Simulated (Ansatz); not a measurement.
# CH₆BGaSi: one species, many methods

Aim: compute CH₆BGaSi with functionals from several rungs and with coupled cluster, and see how far each lands from CCSD(T) at the basis-set limit for the atomisation energy.

Computed with Ansatz 0.2.0, Gaussian basis. Level: functionals in def2-TZVPP, the program's frozen cores in correlated methods.

Levels to be run: PBE-D4, r2SCAN-D4, PBE0-D4, B3LYP-D4, ωB97X-V, ωB97M-V, B2PLYP; CCSD(T)/def2-TZVPP; MP2/def2-QZVPP; extrapolation to the limit.

**1. The geometry**

All runs share one geometry, relaxed beforehand with PBE0-D4 in a triple-zeta def2 set.

10 atoms, charge 0, spin multiplicity 1.

Atoms are counted from 1 here; the program's logs count them from 0.

Bond lengths: B1–C2 1.620 Å, B1–Si3 2.025 Å, B1–H5 1.198 Å, B1–H6 1.198 Å, C2–Si3 1.976 Å, C2–Ga4 2.282 Å, C2–H7 1.094 Å, C2–H10 1.095 Å, Si3–Ga4 2.648 Å, Si3–H8 1.512 Å, Si3–H9 1.512 Å. Angles: C2–B1–Si3 64.5°, C2–B1–H5 117.6°, C2–B1–H6 117.6°, Si3–B1–H5 110.8°, Si3–B1–H6 110.9°, H5–B1–H6 120.7°, B1–C2–Si3 67.7°, B1–C2–Ga4 144.3°, B1–C2–H7 112.3°, B1–C2–H10 112.3°, Si3–C2–Ga4 76.6°, Si3–C2–H7 121.0°, Si3–C2–H10 121.1°, Ga4–C2–H7 85.8°, Ga4–C2–H10 85.8°, H7–C2–H10 112.9°, B1–Si3–C2 47.7°, B1–Si3–Ga4 104.7° and more.

**2. PBE-D4 (GGA)**

in.yaml reads:

```yaml
crystal:
  periodic: [false, false, false]
  atoms:
    - {symbol: B, position_ang: [-1.225048, 0.415282, 0.483074]}
    - {symbol: C, position_ang: [0.130225, 0.684234, -0.362341]}
    - {symbol: Si, position_ang: [0.091975, -1.121887, 0.438034]}
    - {symbol: Ga, position_ang: [2.107710, -0.235354, -1.032872]}
    - {symbol: H, position_ang: [-2.217430, 0.144521, -0.131412]}
    - {symbol: H, position_ang: [-1.296145, 0.885811, 1.582690]}
    - {symbol: H, position_ang: [0.740366, 1.481439, 0.073662]}
    - {symbol: H, position_ang: [0.393556, -1.982861, -0.767367]}
    - {symbol: H, position_ang: [1.426261, -1.156197, 1.147661]}
    - {symbol: H, position_ang: [-0.068469, 0.833911, -1.428228]}
basis:
  gaussian: {orbitals: def2-TZVPP}
hamiltonian: {xc: pbe, dispersion: d4}
output: {forces: true, orbitals: {seedname: orbitals}}
```

Command:

```
ansatz run in.yaml --threads 4 --pin off --events-out ev --progress --plain --max-ram 10444MiB
```

The runs that follow: r2SCAN-D4 (meta-GGA); PBE0-D4 (hybrid); B3LYP-D4 (hybrid); ωB97X-V (range-separated); ωB97M-V (range-separated); B2PLYP (double hybrid); CCSD(T) in def2-TZVPP; MP2 in def2-QZVPP.

Q: Predict the results of all the runs planned. Wanted: atomisation energy, CCSD(T)/CBS; farthest; mean size of error, hybrid; mean size of error, range-separated; gap, smallest and largest; T1 diagnostic; triples share of the correlation energy.

**Answer**, as computed:

| quantity | value |
| --- | --- |
| atomisation energy, CCSD(T)/CBS | 759.4 kcal/mol |
| functionals within 7.6 kcal/mol (1.0 %) | PBE0-D4, B3LYP-D4, ωB97X-V, ωB97M-V |
| farthest | PBE-D4 (+13.3 kcal/mol) |
| mean size of error, hybrid | 2.4 kcal/mol |
| mean size of error, range-separated | 2.0 kcal/mol |
| gap, smallest and largest | 3.11 eV (PBE-D4), 8.56 eV (ωB97X-V) |
| T1 diagnostic | 0.0146 |
| triples share of the correlation energy | 4.6 % |

PBE-D4 is off by +13.3 kcal/mol. Double hybrids carry the basis error of their MP2 part in triple zeta, and no dispersion term here, so their miss is partly the set-up's. Misses under about 7.6 kcal/mol are within the doubt on the reference itself, which lacks core-valence correlation, relativity and higher excitations, and its outer-core shells are covered unevenly. Hartree-Fock recovers 74 % of the binding; the rest is correlation. Orbital gaps span 3.1 to 8.6 eV; exact exchange widens them. Correlated methods include outer-core shells of Ga, which these sets cover unevenly.
